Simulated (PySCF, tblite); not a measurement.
# C₄H₁₀ClFSi₂: geometry, infrared bands and NMR shifts

Wanted: the infrared bands and NMR shifts of C₄H₁₀ClFSi₂ (`C=CC[Si@@H](Cl)[C@H](F)[SiH3]`), by calculation.

The runs use tblite 0.8.0 and PySCF 2.14.0, with density-fitted response routines of our own; the level of theory stands in each step. All values are computed, except where a source is named. Atoms count from 0, in the outputs and in this text.

### Step 1. The starting structure

18 atoms, charge 0, multiplicity 1; geometry from: force field or distance geometry start.

Bonds of the start (Å): C0–C1 1.30, C1–C2 1.50, C2–Si3 1.84, Si3–Cl4 2.11, Si3–C5 1.84, C5–F6 1.37, C5–Si7 1.89, C0–H8 1.07, C0–H9 1.10, C1–H10 1.11, C2–H11 1.12, C2–H12 1.12, Si3–H13 1.49, C5–H14 1.12, Si7–H15 1.45, Si7–H16 1.48, Si7–H17 1.46.

### Step 2. Relaxing the molecule with GFN2-xTB

The job: settings as JSON, then the geometry in Å.

```
{"job": {"kind": "relax", "xc": "GFN2-xTB", "basis": "xTB"}, "charge": 0, "multiplicity": 1}
C     -3.067200     0.813900    -0.249300
C     -2.322700    -0.157200     0.192900
C     -1.373600    -0.957100    -0.649600
Si     0.384600    -0.833700    -0.127300
Cl     1.364200    -2.486800    -1.006400
C      1.262200     0.682000    -0.696800
F      1.272900     0.830400    -2.059700
Si     3.052100     0.552900    -0.119500
H     -3.106700     1.153800    -1.267800
H     -3.720800     1.321200     0.468100
H     -2.384800    -0.407500     1.273500
H     -1.703100    -2.017500    -0.509200
H     -1.532300    -0.613700    -1.702500
H      0.527600    -0.932200     1.350800
H      0.815700     1.608100    -0.256200
H      3.969900     0.567100    -1.241900
H      3.190300    -0.765900     0.534500
H      3.363100     1.648600     0.789900
```

Run with:

```bash
$ OMP_NUM_THREADS=1 python probes_run.py task.json out
```

This one command runs all jobs of the session in turn.

**Question.** This job is followed by: GFN2-xTB harmonic vibrations, gas phase; GIAO PBE0/pcSseg-1 NMR shielding, non-relativistic, gas phase. What will the session give for the following? strongest single infrared mode (GFN2-xTB); zero-point energy (GFN2-xTB); 13C shifts against TMS (PBE0/pcSseg-1); 1H shifts against TMS (PBE0/pcSseg-1, means over atoms taken as alike); 29Si shifts against TMS (PBE0/pcSseg-1); 35Cl shifts against HCl (PBE0/pcSseg-1); 19F shifts against CFCl3 (PBE0/pcSseg-1).

As calculated:

| quantity | value |
| --- | --- |
| strongest single infrared mode (GFN2-xTB) | 2286 cm⁻¹, 360 km/mol |
| zero-point energy (GFN2-xTB) | 76.4 kcal/mol |
| 13C shifts against TMS (PBE0/pcSseg-1) | 138.6, 124.9, 83.0, 28.1 ppm |
| 1H shifts against TMS (PBE0/pcSseg-1, means over atoms taken as alike) | 6.03, 5.63, 5.44, 5.43, 5.03, 4.09, 2.65, 2.12 ppm |
| 29Si shifts against TMS (PBE0/pcSseg-1) | 0.6, -76.4 ppm |
| 35Cl shifts against HCl (PBE0/pcSseg-1) | -34 ppm |
| 19F shifts against CFCl3 (PBE0/pcSseg-1) | -304.7 ppm |

What this shows: The optimisation took 195 steps and gained 0.528 eV; among the close pairs (by a distance rule), Si3–Cl4 changed most, from 2.113 to 2.019 Å. No mode is imaginary among the 48: a minimum at this level. The strongest single mode, at 2286 cm⁻¹, moves mainly H17. Unscaled tight-binding wavenumbers are off by several per cent, some by more. Its intensities can rank the bands wrongly. The most deshielded carbon is C1 (alkene CH), at 138.6 ppm: an sp2 carbon of a C=C bond. The most deshielded hydrogen is H10 (hydrogen on an alkene CH), at 6.03 ppm: attached to an sp2 carbon and in the plane of the double bond. At PBE0/pcSseg-1: Shielding is most anisotropic at C1 (span 235 ppm, paramagnetic term -210 ppm).
